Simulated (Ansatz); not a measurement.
# SeCl2: geometry and frequencies at several levels

One table from this session's results is given with a row withheld; the runs are named, their logs left out.

Program: Ansatz 0.2.0. Level of theory: the levels named in each step. These are calculated values, not measurements.

## The starting structure

Bond lengths: Cl1–Se2 2.136 Å, Se2–Cl3 2.136 Å. Angles: Cl1–Se2–Cl3 100.0°.

Structure file:

```xyz
3

Cl   -1.6371   -0.7206   -0.0015
Se    0.0015    0.6497   -0.0027
Cl    1.6345   -0.7264    0.0074
```

The first run:

The input, input.yaml:

```yaml
crystal:
  periodic: [false, false, false]
  atoms:
    - { symbol: Cl, position_ang: [-1.66349117, -0.71563983, -0.00155162] }
    - { symbol: Se, position_ang: [0.00128497, 0.6400289, -0.00263069] }
    - { symbol: Cl, position_ang: [1.66108619, -0.72168907, 0.00746232] }
basis:
  gaussian: { orbitals: def2-TZVPP }
hamiltonian:
  xc: pbe0
  dispersion: d4
phonons: {}
```

Run with:

```console
> ansatz run input.yaml --threads 2 --pin off --max-ram 5120MiB --backend cpu --events-out ev --progress --plain --runs-dir out
```

Steps of the session up to this table: Frequencies, PBE0-D4/def2-TZVPP; Relaxation, PBE-D4/def2-TZVPP; Frequencies, PBE-D4/def2-TZVPP; Relaxation, r2SCAN-D4/def2-TZVPP; Frequencies, r2SCAN-D4/def2-TZVPP; Relaxation, B3LYP-D4/def2-TZVPP; Frequencies, B3LYP-D4/def2-TZVPP; Relaxation, B2PLYP/def2-TZVPP.

One table of the session follows, with a row left open; its other results are not shown here.

It belongs to the step «Geometries side by side». 

```
               level  Cl1–Se2 (Å)  Se2–Cl3 (Å)  dipole (D)  highest frequency (cm⁻¹)
  PBE0-D4/def2-TZVPP            ?            ?           ?                         ?
   PBE-D4/def2-TZVPP       2.1746       2.1746        0.97                       409
r2SCAN-D4/def2-TZVPP       2.1584       2.1584        0.97                       422
 B3LYP-D4/def2-TZVPP       2.1760       2.1760        1.11                       412
   B2PLYP/def2-TZVPP       2.1631       2.1631        1.06                         -
```

Q: Estimate the row for PBE0-D4/def2-TZVPP from the others.

**Answer.** Cl1–Se2 (Å): 2.1469; Se2–Cl3 (Å): 2.1469; dipole (D): 0.99; highest frequency (cm⁻¹): 436. In the column «Cl1–Se2 (Å)» it is the lowest.
